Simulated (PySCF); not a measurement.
# C4H12OSi: NMR shifts at several levels of theory, part 2 of 2

PySCF 2.14.0. Atoms count from 0. The steps go on from the part before.

### 6 Shielding tensors: BLYP/pcSseg-1

What the job is given:

```
{"job": {"kind": "nmr", "xc": "BLYP", "basis": "pcSseg-1", "pop": false}, "charge": 0, "multiplicity": 1}
C      2.342803    -0.211837     0.469991
O      1.048871    -0.407344     0.948693
Si    -0.356222    -0.042912     0.107201
C     -0.342014     1.763788    -0.404885
C     -1.741184    -0.396934     1.307738
C     -0.482227    -1.134225    -1.415515
H      2.559300     0.853242     0.259914
H      2.543106    -0.782247    -0.457624
H      3.064185    -0.552810     1.229795
H     -1.291056     2.035659    -0.894559
H      0.469903     1.980026    -1.117427
H     -0.211798     2.422114     0.468481
H     -1.657158     0.243945     2.198970
H     -2.725461    -0.218208     0.847282
H     -1.704043    -1.445450     1.641604
H      0.353637    -0.958176    -2.111331
H     -0.471557    -2.199597    -1.136553
H     -1.416614    -0.936415    -1.965065
```

With the program's defaults for keys left out, this is: GIAO BLYP/pcSseg-1 NMR shielding, non-relativistic, gas phase.

Log:

```text
coarse grid: 14496 points
cycle   1  E = -523.9517949890  dE =  2.688e-01  |g| = 1.084e+00  |ddm| = 3.651e+00
cycle   2  E = -523.2889983370  dE =  6.628e-01  |g| = 2.043e+00  |ddm| = 3.661e+00
cycle   3  E = -524.1780296302  dE = -8.890e-01  |g| = 3.712e-01  |ddm| = 3.110e+00
cycle   4  E = -524.2054112259  dE = -2.738e-02  |g| = 7.598e-02  |ddm| = 3.623e-01
cycle   5  E = -524.2067120824  dE = -1.301e-03  |g| = 1.611e-02  |ddm| = 7.529e-02
cycle   6  E = -524.2067787478  dE = -6.667e-05  |g| = 5.417e-03  |ddm| = 2.563e-02
cycle   7  E = -524.2067855895  dE = -6.842e-06  |g| = 9.552e-04  |ddm| = 6.665e-03
final grid: 132432 points
cycle   8  E = -524.2735773139  dE = -2.521e-05  |g| = 1.225e-02  |ddm| = 2.668e-02
cycle   9  E = -524.2735123559  dE =  6.496e-05  |g| = 2.134e-02  |ddm| = 2.393e-02
cycle  10  E = -524.2736094858  dE = -9.713e-05  |g| = 2.908e-03  |ddm| = 1.640e-02
cycle  11  E = -524.2736111527  dE = -1.667e-06  |g| = 2.745e-04  |ddm| = 2.995e-03
cycle  12  E = -524.2736111671  dE = -1.445e-08  |g| = 5.903e-05  |ddm| = 2.874e-04
cycle  13  E = -524.2736111678  dE = -6.783e-10  |g| = 2.205e-05  |ddm| = 8.091e-05
converged SCF energy = -524.2736111678

GIAO shielding tensors (ppm)
atom      isotropic    diamagn.    paramagn.     s11        s22        s33       span
  0 C      122.018     241.387    -119.368     94.355     96.913    174.788     80.433
  1 O      298.444     399.971    -101.527    238.277    325.793    331.263     92.986
  2 Si     304.650     882.783    -578.133    280.939    295.335    337.678     56.739
  3 C      178.338     254.996     -76.657    169.766    177.378    187.871     18.105
  4 C      175.724     253.605     -77.881    167.810    175.260    184.102     16.292
  5 C      178.516     254.897     -76.381    169.197    177.592    188.758     19.561
  6 H       27.740      29.931      -2.191     23.362     25.909     33.950     10.588
  7 H       27.734      29.949      -2.214     23.384     25.811     34.008     10.624
  8 H       27.575      27.790      -0.215     23.363     25.155     34.206     10.843
  9 H       31.589      31.562       0.026     28.153     29.261     37.352      9.199
 10 H       31.003      32.601      -1.598     27.232     29.312     36.464      9.232
 11 H       31.371      31.775      -0.403     27.819     28.584     37.710      9.891
 12 H       31.190      31.162       0.028     27.403     28.961     37.206      9.803
 13 H       31.627      30.882       0.744     28.018     29.241     37.620      9.602
 14 H       31.164      31.104       0.060     27.408     28.920     37.164      9.755
 15 H       30.979      32.507      -1.528     27.072     29.373     36.490      9.418
 16 H       31.418      31.644      -0.226     27.779     28.687     37.788     10.008
 17 H       31.626      31.521       0.106     28.118     29.322     37.439      9.322
```

Wall time 28 s (1 thread, shared host).

Key values: δ C0 53.3, C3 -2.2, O1 35.2, Si2 18.8, H6 3.68, H9 0.03 ppm (means over like atoms).

### 7 NMR shieldings: BP86/pcSseg-1

The job, as its differences from that of step 6:

```diff
@@ -1,2 +1,2 @@
-{"job": {"kind": "nmr", "xc": "BLYP", "basis": "pcSseg-1", "pop": false}, "charge": 0, "multiplicity": 1}
+{"job": {"kind": "nmr", "xc": "BP86", "basis": "pcSseg-1", "pop": false}, "charge": 0, "multiplicity": 1}
 C      2.342803    -0.211837     0.469991
```

Level: GIAO BP86/pcSseg-1 NMR shielding, non-relativistic, gas phase.

Log:

```text
coarse grid: 14496 points
cycle   1  E = -524.1375355044  dE =  2.474e-01  |g| = 1.002e+00  |ddm| = 3.638e+00
cycle   2  E = -523.6240164542  dE =  5.135e-01  |g| = 1.838e+00  |ddm| = 3.072e+00
cycle   3  E = -524.3358170019  dE = -7.118e-01  |g| = 3.294e-01  |ddm| = 2.531e+00
cycle   4  E = -524.3577897009  dE = -2.197e-02  |g| = 5.731e-02  |ddm| = 3.110e-01
cycle   5  E = -524.3585285861  dE = -7.389e-04  |g| = 1.216e-02  |ddm| = 5.348e-02
cycle   6  E = -524.3585633703  dE = -3.478e-05  |g| = 4.340e-03  |ddm| = 1.773e-02
cycle   7  E = -524.3585677555  dE = -4.385e-06  |g| = 8.604e-04  |ddm| = 5.297e-03
final grid: 132432 points
cycle   8  E = -524.4211554693  dE = -3.515e-05  |g| = 1.015e-02  |ddm| = 2.764e-02
cycle   9  E = -524.4211027007  dE =  5.277e-05  |g| = 1.961e-02  |ddm| = 2.065e-02
cycle  10  E = -524.4211735483  dE = -7.085e-05  |g| = 2.102e-03  |ddm| = 1.550e-02
cycle  11  E = -524.4211745649  dE = -1.017e-06  |g| = 2.928e-04  |ddm| = 2.222e-03
cycle  12  E = -524.4211745831  dE = -1.817e-08  |g| = 4.454e-05  |ddm| = 2.581e-04
cycle  13  E = -524.4211745835  dE = -4.321e-10  |g| = 1.587e-05  |ddm| = 6.060e-05
converged SCF energy = -524.4211745835

GIAO shielding tensors (ppm)
atom      isotropic    diamagn.    paramagn.     s11        s22        s33       span
  0 C      126.684     243.027    -116.343     99.240    101.997    178.816     79.577
  1 O      303.304     399.321     -96.017    242.014    331.240    336.656     94.642
  2 Si     311.580     883.231    -571.650    286.132    301.144    347.466     61.334
  3 C      182.334     256.912     -74.577    174.122    181.293    191.589     17.467
  4 C      179.938     255.636     -75.698    171.925    179.865    188.023     16.098
  5 C      182.442     256.809     -74.367    173.434    181.540    192.354     18.920
  6 H       27.685      29.895      -2.210     23.203     25.869     33.982     10.779
  7 H       27.679      29.912      -2.233     23.226     25.771     34.040     10.814
  8 H       27.499      27.775      -0.276     23.220     24.995     34.282     11.062
  9 H       31.492      31.562      -0.071     27.885     29.057     37.533      9.647
 10 H       30.905      32.578      -1.673     26.985     29.137     36.593      9.608
 11 H       31.256      31.773      -0.517     27.526     28.393     37.851     10.325
 12 H       31.070      31.187      -0.117     27.099     28.761     37.351     10.252
 13 H       31.531      30.899       0.632     27.749     29.065     37.780     10.031
 14 H       31.044      31.130      -0.086     27.103     28.718     37.311     10.208
 15 H       30.885      32.489      -1.604     26.831     29.202     36.622      9.791
 16 H       31.297      31.647      -0.350     27.479     28.492     37.920     10.441
 17 H       31.531      31.522       0.009     27.859     29.118     37.616      9.757
```

Run time: 29 s. Hardware: 1 thread, shared host.

Key values: δ C0 53.1, C3 -1.8, O1 29.3, Si2 22.3, H6 3.65, H9 0.04 ppm (means over like atoms).

### 8 Shielding tensors: OPBE/pcSseg-1

The job, as its differences from that of step 7:

```diff
@@ -1,2 +1,2 @@
-{"job": {"kind": "nmr", "xc": "BP86", "basis": "pcSseg-1", "pop": false}, "charge": 0, "multiplicity": 1}
+{"job": {"kind": "nmr", "xc": "OPBE", "basis": "pcSseg-1", "pop": false}, "charge": 0, "multiplicity": 1}
 C      2.342803    -0.211837     0.469991
```

Method: GIAO OPBE/pcSseg-1 NMR shielding, non-relativistic, gas phase.

Log:

```text
coarse grid: 14496 points
cycle   1  E = -524.0172555263  dE =  1.883e-01  |g| = 8.962e-01  |ddm| = 3.629e+00
cycle   2  E = -523.6443640827  dE =  3.729e-01  |g| = 1.582e+00  |ddm| = 2.791e+00
cycle   3  E = -524.1880431401  dE = -5.437e-01  |g| = 2.633e-01  |ddm| = 2.197e+00
cycle   4  E = -524.2026936173  dE = -1.465e-02  |g| = 4.991e-02  |ddm| = 2.617e-01
cycle   5  E = -524.2032291615  dE = -5.355e-04  |g| = 1.004e-02  |ddm| = 4.338e-02
cycle   6  E = -524.2032525025  dE = -2.334e-05  |g| = 3.827e-03  |ddm| = 1.476e-02
cycle   7  E = -524.2032560933  dE = -3.591e-06  |g| = 7.603e-04  |ddm| = 4.878e-03
final grid: 132432 points
cycle   8  E = -524.2404868965  dE = -9.067e-05  |g| = 2.599e-02  |ddm| = 5.385e-02
cycle   9  E = -524.2401498320  dE =  3.371e-04  |g| = 4.968e-02  |ddm| = 5.650e-02
cycle  10  E = -524.2406050017  dE = -4.552e-04  |g| = 4.045e-03  |ddm| = 4.126e-02
cycle  11  E = -524.2406084599  dE = -3.458e-06  |g| = 1.032e-03  |ddm| = 4.870e-03
cycle  12  E = -524.2406087023  dE = -2.424e-07  |g| = 8.758e-05  |ddm| = 8.828e-04
cycle  13  E = -524.2406087039  dE = -1.632e-09  |g| = 2.954e-05  |ddm| = 1.236e-04
cycle  14  E = -524.2406087041  dE = -2.090e-10  |g| = 9.690e-06  |ddm| = 3.535e-05
converged SCF energy = -524.2406087041

GIAO shielding tensors (ppm)
atom      isotropic    diamagn.    paramagn.     s11        s22        s33       span
  0 C      133.970     243.243    -109.272    107.926    109.925    184.061     76.135
  1 O      307.724     398.391     -90.666    253.516    332.429    337.229     83.713
  2 Si     338.537     883.214    -544.677    314.305    329.226    372.079     57.775
  3 C      187.307     257.449     -70.142    180.211    186.367    195.344     15.133
  4 C      185.337     256.401     -71.064    178.169    185.543    192.300     14.131
  5 C      187.439     257.374     -69.935    179.577    186.666    196.074     16.498
  6 H       27.745      29.773      -2.028     23.209     25.991     34.034     10.825
  7 H       27.743      29.803      -2.060     23.240     25.892     34.096     10.856
  8 H       27.591      27.784      -0.193     23.253     25.026     34.495     11.242
  9 H       31.454      31.596      -0.142     27.714     28.934     37.714     10.000
 10 H       30.855      32.558      -1.704     26.837     29.005     36.722      9.886
 11 H       31.190      31.798      -0.608     27.382     28.267     37.920     10.538
 12 H       31.008      31.190      -0.182     26.929     28.617     37.477     10.548
 13 H       31.469      30.932       0.537     27.548     28.937     37.921     10.372
 14 H       30.984      31.137      -0.153     26.936     28.575     37.442     10.506
 15 H       30.834      32.468      -1.634     26.678     29.069     36.756     10.078
 16 H       31.230      31.674      -0.445     27.333     28.365     37.991     10.659
 17 H       31.490      31.558      -0.068     27.688     28.989     37.792     10.104
```

Wall time 31 s (1 thread, shared host).

In short: δ C0 51.2, C3 -1.6, O1 24.3, Si2 21.8, H6 3.54, H9 0.06 ppm (means over like atoms).

### 9 Comparing the runs: NMR shifts

Shifts (ppm), means over like atoms, with basis size and wall time (the measured row can stand on another reference than the computed rows):

```
          run    C0    C3    H6    H9    O1   Si2  functions   time
  HF/pcSseg-1  46.2  -1.2  3.26  0.05  -8.2  15.6        169  9.8 s
 LDA/pcSseg-1  52.9  -2.2  3.72  0.04  37.0  27.6        169   25 s
 PBE/pcSseg-1  52.7  -2.0  3.65  0.04  32.2  22.6        169   30 s
BLYP/pcSseg-1  53.3  -2.2  3.68  0.03  35.2  18.8        169   28 s
BP86/pcSseg-1  53.1  -1.8  3.65  0.04  29.3  22.3        169   29 s
OPBE/pcSseg-1  51.2  -1.6  3.54  0.06  24.3  21.8        169   31 s
     measured     –     –     –     –     –  17.3          –      –
```

Measured: liquid, neat; T. M. Alam, M. Henry, Phys. Chem. Chem. Phys. (a906445a), supplement.

### 10 Results

This closing draws on all 2 parts.

```
                                                             quantity                 value
                                                          point group                    C1
                                 rotational constants (main isotopes)  3.07, 2.02, 2.01 GHz
13C shifts against TMS (HF/pcSseg-1, means over atoms taken as alike)        46.2, -1.2 ppm
 1H shifts against TMS (HF/pcSseg-1, means over atoms taken as alike)        3.26, 0.05 ppm
                                 17O shifts against H2O (HF/pcSseg-1)              -8.2 ppm
                                29Si shifts against TMS (HF/pcSseg-1)              15.6 ppm
                             measured, and computed on the same scale  Si2 δ 17.3, 15.6 ppm
                                             range of the shift of O1      -8.2 to 37.0 ppm
```

Single values in the summary come from the first run of each kind that ended normally (HF/pcSseg-1), which need not be the best level. Relaxing lowered the energy by 0.138 eV in 10 steps; the close pair that moved most is O1–Si2, from 1.638 to 1.678 Å. C0 (methyl carbon bonded to O) lies farthest downfield among carbon, at 46.2 ppm; pulled downfield by the heteroatom. At HF/pcSseg-1: Shielding is most anisotropic at O1 (span 76 ppm, paramagnetic term -60 ppm). The one measured 29Si shift is missed by -1.7 ppm (computed less measured, unscaled). Vibration, temperature and solvent are missing from the calculation, and it holds one conformer, so part of the miss against the measured shifts is not the functional's. Across the 6 runs the shift of O1 moves most, between -8.2 (HF/pcSseg-1) and 37.0 ppm (LDA/pcSseg-1). For the one measured 29Si shift, BLYP/pcSseg-1 misses least (1.5 ppm, 28 s) and LDA/pcSseg-1 most (10.3 ppm, 25 s); the quickest, HF/pcSseg-1, misses by 1.7 ppm in 9.8 s. One molecule ranks no method: errors cancel, and vibration and temperature are missing from all runs.
